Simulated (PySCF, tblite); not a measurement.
# C4H13GeNSi: geometry, infrared bands and NMR shifts

Wanted: the infrared bands and NMR shifts of C4H13GeNSi (`[CH3][GeH2][C@@H]1CC[Si@@H]1N`), by calculation.

The runs use tblite 0.8.0 and PySCF 2.14.0, with density-fitted response routines of our own; the level of theory stands in each step. All values are computed, except where a source is named. Atoms count from 0, in the outputs and in this text.

### 1 The molecule as given

20 atoms, charge 0, multiplicity 1; geometry from: force field or distance geometry start.

Bonds of the start (Å): C0–Ge1 1.95, Ge1–C2 1.94, C2–C3 1.54, C3–C4 1.52, C4–Si5 1.85, Si5–N6 1.80, Si5–C2 1.87, C0–H7 1.12, C0–H8 1.11, C0–H9 1.10, Ge1–H10 1.54, Ge1–H11 1.56, C2–H12 1.12, C3–H13 1.11, C3–H14 1.12, C4–H15 1.11, C4–H16 1.11, Si5–H17 1.47, N6–H18 1.05, N6–H19 1.04.

### 2 Optimising the geometry with GFN2-xTB

What the job is given:

```
{"job": {"kind": "relax", "xc": "GFN2-xTB", "basis": "xTB"}, "charge": 0, "multiplicity": 1}
C      2.122400     0.586200     1.761800
Ge     1.582100    -0.495800     0.231300
C     -0.327100    -0.840100     0.317700
C     -0.852900    -1.623600    -0.900300
C     -1.778900    -0.551700    -1.448800
Si    -1.348200     0.665000    -0.124800
N     -0.371500     2.026300    -0.772700
H      1.583600     1.563700     1.733000
H      1.861900     0.054800     2.703200
H      3.203400     0.768500     1.730500
H      1.942400     0.227100    -1.080500
H      2.336500    -1.856200     0.301000
H     -0.657800    -1.282000     1.290600
H     -0.048300    -1.899800    -1.619000
H     -1.427400    -2.520500    -0.569600
H     -1.458100    -0.198400    -2.447300
H     -2.846200    -0.842800    -1.411200
H     -2.433500     1.011800     0.800200
H     -0.067400     2.594800     0.057900
H     -1.020300     2.623200    -1.315500
```

Launch:

```sh
> OMP_NUM_THREADS=1 python probes_run.py task.json out
```

One launch serves the whole session: the jobs run in the order shown.

**Question.** This job is followed by: GFN2-xTB harmonic vibrations, gas phase; GIAO PBE0/pcSseg-1 NMR shielding, non-relativistic, gas phase. What will the session give for the following? strongest single infrared mode (GFN2-xTB); zero-point energy (GFN2-xTB); 13C shifts against TMS (PBE0/pcSseg-1); 1H shifts against TMS (PBE0/pcSseg-1, means over atoms taken as alike); 73Ge shifts against GeMe4 (PBE0/pcSseg-1); 29Si shifts against TMS (PBE0/pcSseg-1); 15N shifts against NH3 (PBE0/pcSseg-1).

**Answer**, as computed:

| quantity | value |
| --- | --- |
| strongest single infrared mode (GFN2-xTB) | 1979 cm⁻¹, 467 km/mol |
| zero-point energy (GFN2-xTB) | 97.5 kcal/mol |
| 13C shifts against TMS (PBE0/pcSseg-1) | 23.2, 15.5, 13.6, -4.8 ppm |
| 1H shifts against TMS (PBE0/pcSseg-1, means over atoms taken as alike) | 6.00, 4.31, 3.97, 2.60, 2.14, 1.48, 1.43, 1.38, 0.43, 0.09 ppm |
| 73Ge shifts against GeMe4 (PBE0/pcSseg-1) | -140 ppm |
| 29Si shifts against TMS (PBE0/pcSseg-1) | -2.8 ppm |
| 15N shifts against NH3 (PBE0/pcSseg-1) | 20.4 ppm |

What this shows: Over 59 steps the energy fell by 0.447 eV; of the close pairs, Si5–N6 changed most, 1.796 to 1.724 Å. The lowest mode is imaginary (30i cm⁻¹), so the xTB geometry is not a minimum. The strongest single mode, at 1979 cm⁻¹, moves mainly H10. Unscaled tight-binding wavenumbers are off by several per cent, some by more. Its intensities can rank the bands wrongly. At PBE0/pcSseg-1: Shielding is most anisotropic at Ge1 (span 252 ppm, paramagnetic term -1285 ppm). Spin-orbit coupling is left out, which matters for shieldings and couplings at and beside the heavy atoms.
